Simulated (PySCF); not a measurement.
# A diatomic session: BI

Aim: find the lowest electronic state of BI, scan its bond at several levels of theory, and get bond length, wavenumber and dissociation energy from each curve.

Program: PySCF 2.14.0. Level of theory: B def2-SVPD, I def2-SVPD with ECP28, scalar-relativistic core potentials. These are calculated values, not measurements.

## 1. The job

A driver script around PySCF takes these settings:

```json
{
 "atoms": "B, I",
 "charge": "0",
 "basis": "B def2-SVPD, I def2-SVPD with ECP28",
 "Hamiltonian": "scalar-relativistic core potentials",
 "basis functions": "55",
 "electrons treated": "30",
 "masses in u": "11.0093, 126.9045",
 "levels": "PBE0, PBE, r²SCAN, B97-3, BP86, TPSS, CAM-B3LYP, HF, MP2, SCS-MP2, CCSD, CCSD(T)",
 "grid": "80 radial by 434 angular points",
 "occupations": "held fixed by the projection of orbital angular momentum",
 "dissociation limit": "B + I, each in its ground configuration",
 "starting distance in angstrom": "2.125",
 "values of 2S to try": "0, 2"
}
```

Run with:

```bash
> OMP_NUM_THREADS=1 python dia.py task.json out
```

After this run come: First curve: PBE0; Other states along the same grid; PBE (GGA); r²SCAN (meta-GGA); B97-3 (global hybrid GGA); BP86 (GGA); TPSS (meta-GGA); CAM-B3LYP (range-separated hybrid); RHF (mean field); MP2 and coupled cluster.

What does the calculation give? Wanted: for each run, Re; ωe; De; μ.

**Answer**, as computed:

Lowest PBE0 solution found, without spin–orbit coupling: ¹Σ⁺ (singlet), closed shell. State 2 has its PBE0 minimum 1.63 eV higher. The other levels ran on the lowest alone.

```
      level  Re (Å)  ωe (cm⁻¹)  De (eV)  μ (D)
        RHF   2.151        577     2.22   1.11
    RHF-MP2   2.126        595     3.53    n/a
RHF-SCS-MP2   2.134        586     3.38    n/a
   RHF-CCSD   2.143        581     3.30    n/a
RHF-CCSD(T)   2.144        578     3.46    n/a
        PBE   2.151        568     4.02   1.56
       BP86   2.158        559     3.94   1.47
       TPSS   2.151        565     3.76   1.53
     r²SCAN   2.144        576     3.80   1.54
       PBE0   2.134        587     3.76   1.51
      B97-3   2.139        582     3.66   1.47
  CAM-B3LYP   2.126        590     3.47   1.54
```

De is counted to B + I in their ground configurations. A positive dipole means B(−)I(+).

Differences from CCSD(T) in the same basis:

```
      level  Re (mÅ)  ωe (%)
        RHF       +6    -0.2
    RHF-MP2      -19    +3.0
RHF-SCS-MP2      -11    +1.4
   RHF-CCSD       -1    +0.4
        PBE       +6    -1.8
       BP86      +14    -3.3
       TPSS       +7    -2.2
     r²SCAN        0    -0.4
       PBE0      -10    +1.5
      B97-3       -5    +0.6
  CAM-B3LYP      -18    +2.0
```

Against CCSD(T) in the same basis, the bond length is nearest at r²SCAN (0 mÅ) and farthest at RHF-MP2 (-19 mÅ); the wavenumber is nearest at RHF (-0.2 %) and farthest at BP86 (-3.3 %). CCSD(T) in a basis this small is itself some way from its limit, more so than the functionals. Among the levels with a De in the table, it runs from 2.22 eV (RHF) to 4.02 eV (PBE).

Correlated steps freeze 5 core orbitals. These are scalar-relativistic numbers at best; spin–orbit coupling would shift them, the dissociation energy most.
